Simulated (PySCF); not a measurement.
# As2 (SMILES [As]#[As]): PBE0/def2-TZVPPD

What is the vertical electron affinity of As2 at PBE0/def2-TZVPPD? The job is set up through a Python script.

The calculation is run with PySCF 2.14.0.

1 further run of the same task is left out (set aside as unsound or not needed).

## Step 1: The structure to begin with

As2: 2 atoms, total charge 0, spin state singlet. SMILES: `[As]#[As]`. Geometry: relaxed at PBE0-D4/def2-TZVP.

Bond lengths: As1–As2 2.089 Å.

## Step 2: A single-point energy at PBE0/def2-TZVPPD

job.py reads:

```python
# As2
from pyscf import gto, dft

mol = gto.M(
    atom=[
    ('As', (0.000000, -0.000000, 0.002480)),
    ('As', (-0.000000, 0.000000, 2.091490)),
],
    verbose=4,
    max_memory=1860,
    basis='def2-tzvppd',
)

calc0 = dft.RKS(mol, xc='pbe0')
calc0.conv_tol = 1e-10
calc0.grids.level = 5
calc0.kernel()
if not calc0.converged:
    calc0 = calc0.newton().run(calc0.mo_coeff, calc0.mo_occ)

e_tot = calc0.e_tot
print(f'total energy: {e_tot:.8f} hartree')
```

Run with:

```bash
OMP_NUM_THREADS=1 python job.py
```

Standard output:

```text
PySCF version 2.14.0

[INPUT] num. atoms = 2
[INPUT] num. electrons = 66
[INPUT] charge = 0
[INPUT] spin (= nelec alpha-beta = 2S) = 0
[INPUT] symmetry False subgroup None
[INPUT] Mole.unit = angstrom
[INPUT] Symbol           X                Y                Z      unit          X                Y                Z       unit  Magmom
[INPUT]  1 As     0.000000000000   0.000000000000   0.002480000000 AA    0.000000000000   0.000000000000   0.004686520789 Bohr   0.0
[INPUT]  2 As     0.000000000000   0.000000000000   2.091490000000 AA    0.000000000000   0.000000000000   3.952343292267 Bohr   0.0

nuclear repulsion = 275.859848776157
number of shells = 36
number of NR pGTOs = 218
number of NR cGTOs = 108
basis = def2-tzvppd
ecp = {}

******** <class 'pyscf.dft.rks.RKS'> ********
method = RKS
initial guess = minao
damping factor = 0
level_shift factor = 0
DIIS = <class 'pyscf.scf.diis.CDIIS'>
diis_start_cycle = 1
diis_space = 8
diis_damp = 0
SCF conv_tol = 1e-10
SCF conv_tol_grad = None
SCF max_cycles = 50
direct_scf = True
direct_scf_tol = 1e-13
XC library pyscf.dft.libxc version 7.0.0
    S. Lehtola, C. Steigemann, M. J.T. Oliveira, and M. A.L. Marques.,  SoftwareX 7, 1–5 (2018)
XC functionals = pbe0
radial grids:
    Treutler-Ahlrichs [JCP 102, 346 (1995); DOI:10.1063/1.469408] (M4) radial grids

becke partition: Becke, JCP 88, 2547 (1988); DOI:10.1063/1.454033
pruning grids: <function nwchem_prune>
grids dens level: 5
symmetrized grids: False
atomic radii adjust function: <function treutler_atomic_radii_adjust>
small_rho_cutoff = 0
Set gradient conv threshold to 1e-05
Initial guess from minao.
tot grids = 89472
init E= -4469.89520813953
  HOMO = -0.288704630758445  LUMO = -0.137562437794224  gap/eV = 4.11279
cycle= 1 E= -4471.19906205209  delta_E= -1.3  |g|= 0.516  |ddm|= 1.78
  HOMO = -0.267889350020978  LUMO = -0.097184139434792  gap/eV = 4.64513
cycle= 2 E= -4471.20460226335  delta_E= -0.00554  |g|= 0.443  |ddm|= 0.445
  HOMO = -0.272141710744096  LUMO = -0.0960615574124168  gap/eV = 4.79139
cycle= 3 E= -4471.21723284702  delta_E= -0.0126  |g|= 0.0169  |ddm|= 0.196
  HOMO = -0.27594117043258  LUMO = -0.0987870914526835  gap/eV = 4.82061
cycle= 4 E= -4471.21728736369  delta_E= -5.45e-05  |g|= 0.0056  |ddm|= 0.0215
  HOMO = -0.27516979466044  LUMO = -0.0983836388550266  gap/eV = 4.81060
cycle= 5 E= -4471.21729575052  delta_E= -8.39e-06  |g|= 0.000579  |ddm|= 0.0063
  HOMO = -0.27508920351632  LUMO = -0.0982729830749162  gap/eV = 4.81141
cycle= 6 E= -4471.21729582445  delta_E= -7.39e-08  |g|= 3.66e-05  |ddm|= 0.000857
  HOMO = -0.275096614437282  LUMO = -0.0982797256065593  gap/eV = 4.81143
cycle= 7 E= -4471.21729582475  delta_E= -2.96e-10  |g|= 2.48e-06  |ddm|= 6.03e-05
  HOMO = -0.275096020549282  LUMO = -0.0982791963920562  gap/eV = 4.81143
cycle= 8 E= -4471.21729582476  delta_E= -5.46e-12  |g|= 1.03e-07  |ddm|= 4.5e-06
  HOMO = -0.275096044841163  LUMO = -0.0982792172748181  gap/eV = 4.81143
Extra cycle  E= -4471.21729582476  delta_E= -1.82e-12  |g|= 8.57e-08  |ddm|= 3.22e-07
converged SCF energy = -4471.21729582476
total energy: -4471.21729582 hartree
```

Wall time 9 s (1 thread of Arm Neoverse V2, shared host); peak memory 0.54 GiB.

## Step 3: The doublet anion, same level

run.py reads:

```python
from pyscf import gto, dft

mol = gto.Mole()
mol.atom = '''
As   0.000000   0.000000   0.002480
As   0.000000   0.000000   2.091490
'''
mol.basis = 'def2-tzvppd'
mol.max_memory = 1860
mol.spin = 1
mol.verbose = 4
mol.charge = -1
mol.build()

myscf = dft.UKS(mol, xc='pbe0')
myscf.grids.level = 5
myscf.conv_tol = 1e-10
myscf.kernel()
if not myscf.converged:
    myscf = myscf.newton().run(myscf.mo_coeff, myscf.mo_occ)

e_tot = myscf.e_tot
print('E = %.10f Eh' % e_tot)
```

Run with:

```bash
OMP_NUM_THREADS=1 python run.py
```

Standard output:

```text
PySCF version 2.14.0

[INPUT] num. atoms = 2
[INPUT] num. electrons = 67
[INPUT] charge = -1
[INPUT] spin (= nelec alpha-beta = 2S) = 1
[INPUT] symmetry False subgroup None
[INPUT] Mole.unit = angstrom
[INPUT] Symbol           X                Y                Z      unit          X                Y                Z       unit  Magmom
[INPUT]  1 As     0.000000000000   0.000000000000   0.002480000000 AA    0.000000000000   0.000000000000   0.004686520789 Bohr   0.0
[INPUT]  2 As     0.000000000000   0.000000000000   2.091490000000 AA    0.000000000000   0.000000000000   3.952343292267 Bohr   0.0

nuclear repulsion = 275.859848776157
number of shells = 36
number of NR pGTOs = 218
number of NR cGTOs = 108
basis = def2-tzvppd
ecp = {}

[... 31 lines left out ...]
[... the frontier-level lines of each cycle are left out ...]
[... 40 lines left out ...]
converged SCF energy = -4471.24223018671  <S^2> = 0.75508795  2S+1 = 2.0050815
E = -4471.2422301867 Eh
```

Run time: 16 s. Hardware: 1 thread of Arm Neoverse V2, shared host; peak memory 0.55 GiB.

## Step 4: What came out

Level: PBE0/def2-TZVPPD.

```
                                         quantity           value
                        singlet As2: total energy  -4471.21730 Eh
                       singlet As2: dipole moment          0.00 D
                         singlet As2: HOMO energy        -7.49 eV
                         singlet As2: LUMO energy        -2.67 eV
                       singlet As2: HOMO–LUMO gap         4.81 eV
                      doublet anion: total energy  -4471.24223 Eh
doublet anion: HOMO energy (highest over α and β)         1.29 eV
 doublet anion: LUMO energy (lowest over α and β)         2.95 eV
                              doublet anion: ⟨S²⟩           0.755
vertical electron affinity (to the doublet anion)        0.678 eV
```

At fixed nuclei the extra electron is bound by 0.68 eV (65.5 kJ/mol). The HOMO (doublet anion) lies at positive energy, 1.29 eV; only total energies tell whether the electron is bound.
